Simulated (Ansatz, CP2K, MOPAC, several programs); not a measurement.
Energy against volume for In4BiSb3 as one 8-atom ordering (Amm2) on the zincblende lattice, at fixed shape and fractional coordinates, computed by several methods (PBE and r2SCAN, where shown, with plane waves in Ansatz); the cell shown is that of r2SCAN. With free coordinates or axes held, a curve is too stiff, and on another method's shape its minimum isn't the method's own volume. It is orthorhombic, Amm2 (No. 38); a = 4.674 Å, b = 9.350 Å, c = 13.200 Å in the conventional setting, 36.05 Å³ an atom. Sb is surrounded by 4 In at 2.85–2.86 Å; Sb is surrounded by 4 In at 2.84–2.86 Å; Bi is surrounded by 4 In at 2.89–2.90 Å; In is surrounded by 4 Sb at 2.86 Å; In is surrounded by 3 Sb at 2.85 Å and 1 Bi at 2.90 Å; In is surrounded by 2 Sb at 2.84 Å and 2 Bi at 2.89 Å. Values at 0 K without nuclear motion; spin polarisation is off, and the phase may be a hypothetical one. Energies count from each curve's lowest point; fits are third-order Birch-Murnaghan.

```
CELL_PARAMETERS angstrom
4.67406 0.00000 0.00000
0.00000 4.67477 6.59981
0.00000 -4.67477 6.59981
ATOMIC_POSITIONS crystal
Sb 0.00000 0.99979 0.99979
Sb 0.50000 0.99952 0.50050
Sb 0.50000 0.50050 0.99952
Bi 0.00000 0.50040 0.50040
In 0.50000 0.87517 0.87517
In 0.00000 0.88031 0.37285
In 0.00000 0.37285 0.88031
In 0.50000 0.37146 0.37146
```

PBE, on the shape of its own relaxed cell:
```
V (Å³/atom)  E (meV/atom)
     35.181         17.26
     36.303          4.22
     37.426          0.00
     38.549          3.16
     39.672         12.50
```
V₀ = 37.47 Å³ an atom and B₀ = 35 GPa.

PBE/SZV (CP2K), on the shape of the cell shown:
```tsv
V (Å³/atom)	E (meV/atom)
31.726	179.58
33.889	70.01
36.052	14.85
38.215	0.00
40.378	14.14
```
V₀ = 38.13 Å³ an atom and B₀ = 38 GPa.

light PBE (260 eV and a coarse mesh), on the shape of the cell shown:
```csv
V (Å³/atom),E (meV/atom)
33.168,129.72
34.610,106.77
36.052,33.12
37.494,8.57
38.936,0.00
40.378,4.36
```
The points scatter about the fit by more than 0.3 meV an atom, since at so low a cutoff the number of plane waves jumps with the volume, so no fit is quoted.

PM7 (MOPAC), on the shape of the cell shown, as a cluster of 32 atoms at the zone centre:
```csv
V (Å³/atom),E (meV/atom)
31.726,11.18
33.889,0.00
36.052,22.89
38.215,99.50
40.378,216.57
```
The points scatter about the fit by more than 0.3 meV an atom, so no fit is quoted.

r2SCAN, on the shape of its own relaxed cell:

| V (Å³/atom) | E (meV/atom) |
| --- | --- |
| 33.889 | 19.73 |
| 34.970 | 4.83 |
| 36.052 | 0.00 |
| 37.133 | 3.62 |
| 38.215 | 14.35 |

V₀ = 36.10 Å³ an atom and B₀ = 41 GPa.
